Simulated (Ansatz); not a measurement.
# WSi+ (quartet): wave-function methods side by side, def2-TZVPP

One table from this session's results is given with a row withheld; the runs are named, their logs left out.

Computed with Ansatz 0.2.0, Gaussian basis. Level: def2-TZVPP, core rule «outside noble gas», up to 9 orbitals frozen.

The runs, in order: UHF; ROHF; CCSD(T) on UHF.

## The system

The geometry is a PBE0/def2-TZVP stationary point (not a proven minimum). No spin-orbit coupling is included. Elements past krypton take def2 core potentials.

2 atoms, charge 1, spin multiplicity 4.

Atoms are counted from 1 here; the program's logs count them from 0.

Bond lengths: W1–Si2 2.358 Å.

The first run:

The input, in.yaml:

```yaml
crystal:
  periodic: [false, false, false]
  atoms:
    - {symbol: W, position_ang: [0.000000, 0.000000, 0.000000]}
    - {symbol: Si, position_ang: [0.000000, 0.000000, 2.358200]}
basis:
  gaussian: {orbitals: def2-TZVPP}
total_charge: 1
magnetization: {spin_polarized: true, initial_magnetization: 3}
hamiltonian: {xc: hf}
output: {orbitals: {seedname: orbitals}}
```

On the command line:

```sh
$ ansatz run in.yaml --threads 1 --pin off --events-out ev --progress --plain --max-ram 4096MiB --backend cpu
```

Steps of the session up to this table: UHF; ROHF; CCSD(T) on UHF.

One table of the session follows, with a row left open; its other results are not shown here.

```
  method  from UCCSD(T) (meV)
    ROHF              +6921.1
    UMP2                    ?
   UCCSD               +403.5
UCCSD(T)                    0
```

Q: Estimate the row for UMP2 from the others.

The run gave: from UCCSD(T) (meV): +1519.3. In the column «from UCCSD(T) (meV)» it lies between UCCSD (+403.5) and ROHF (+6921.1).

Left out of the table: UHF (another determinant or state than the rows shown).

Caveats from the session: The determinant is far from a pure spin state, so its energy mixes those of several spin states (harmless only where they are near-degenerate, as at dissociation). Warnings: spin contamination; coupled cluster took another determinant than the lowest.
